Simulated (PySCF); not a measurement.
# ClF5Mo (MoClF5): the cost of one run

Computed with PySCF 2.14.0 and routines of our own; the level stands in each step. Atoms count from 0.

### 1 The starting structure

7 atoms, charge 0, multiplicity 1; geometry from: GFN2-xTB.

### 2 Optimising the geometry at PBE0-D3(BJ)/def2-SVP

The job: settings as JSON, then the geometry in Å.

```
{"job": {"xc": "PBE0", "basis": "def2-SVP", "d3": "d3bj", "grid": 1, "maxiter": 30, "shake": 0.03, "kind": "geom"}, "charge": 0, "multiplicity": 1}
Mo     0.061200    -0.076690    -0.002660
Cl    -0.034000    -0.023940     2.134390
F     -0.046120     0.001630    -1.825710
F      1.846670     0.012100    -0.078320
F     -1.754280    -0.024150    -0.127270
F     -0.015980     1.761240    -0.080400
F      0.034360    -1.752190    -0.088580
```

Launch:

```console
$ OMP_NUM_THREADS=1 python heavy_run.py task.json out
```

The driver reads the jobs from task.json and runs them one after another.

Q: Estimate the wall time and peak memory of this first job on 1 thread of Intel Xeon Platinum 8488C, shared host.

About 2.6 min, with a peak of 0.48 GiB.
